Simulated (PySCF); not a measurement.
# C2H8OSi (SMILES CO[SiH2]C) at M06-2X/ANO-RCC-VDZP (sfX2C)

We compute a single-point energy of C2H8OSi. The job is set up through a Python script.

The results are computed with PySCF 2.14.0.

### Step 1. The structure to begin with

The species is C2H8OSi (12 atoms), meant as a singlet with charge 0. SMILES: `CO[SiH2]C`. The shape is that of a PBE0-D4/def2-TZVP optimisation. This is one conformer, not always the lowest.

Bond lengths: C1–O2 1.406 Å, O2–Si3 1.646 Å, Si3–C4 1.864 Å, C1–H5 1.092 Å, C1–H6 1.097 Å, C1–H7 1.096 Å, Si3–H8 1.493 Å, Si3–H9 1.483 Å, C4–H10 1.093 Å, C4–H11 1.094 Å, C4–H12 1.093 Å. Some angles: C1–O2–Si3 122.9°, O2–Si3–C4 112.5°, O2–C1–H5 108.4°, O2–C1–H6 111.7°, O2–C1–H7 111.6°, O2–Si3–H8 109.3°, O2–Si3–H9 105.4°, C4–Si3–H8 108.9°, C4–Si3–H9 110.9°, Si3–C4–H10 111.6°.

### Step 2. A single-point energy at M06-2X/ANO-RCC-VDZP (sfX2C)

The input, run.py:

```python
# CO[SiH2]C
from pyscf import gto, dft

mol = gto.M(
    atom='''
C      0.171776     3.022617    -1.909946
O      1.351721     0.643074    -1.977220
Si     1.536536    -1.223220     0.504368
C     -1.614204    -2.413180     1.537103
H      0.579201     4.002440    -3.678919
H      0.877589     4.184610    -0.344308
H     -1.884435     2.849896    -1.722485
H      2.727064     0.182170     2.642782
H      3.196850    -3.340847    -0.281191
H     -2.851219    -0.869274     2.130099
H     -1.393295    -3.692147     3.145827
H     -2.552075    -3.450073     0.017952
''',
    max_memory=1860,
    unit='bohr',
    basis='ano-rcc-vdzp',
    verbose=3,
)

mf = dft.RKS(mol)
mf.xc = 'm06-2x'
mf = mf.sfx2c1e()
mf.grids.level = 4
mf.conv_tol = 1e-10
mf.kernel()
if not mf.converged:
    mf = mf.newton().run(mf.mo_coeff, mf.mo_occ)

e_final = mf.e_tot
print('E = %.10f Eh' % e_final)
```

Run with:

```bash
$ OMP_NUM_THREADS=1 python run.py
```

The program printed:

```text
converged SCF energy = -446.446405124406
E = -446.4464051244 Eh
```

Wall time 95 s (1 thread of Intel Xeon Platinum 8259CL at 2.50GHz (Skylake/Cascade Lake), shared host); peak memory 0.58 GiB.

### Step 3. Summary of results

At M06-2X/ANO-RCC-VDZP (sfX2C):

| quantity | value |
| --- | --- |
| total energy | -446.44641 Eh |
| dipole moment | 1.54 D |
| HOMO energy | -9.34 eV |
| LUMO energy | 0.63 eV |
| HOMO–LUMO gap | 9.97 eV |

**Reading.** Mulliken charges run from -0.47 on O2 to +0.57 on Si3; they depend strongly on the basis.
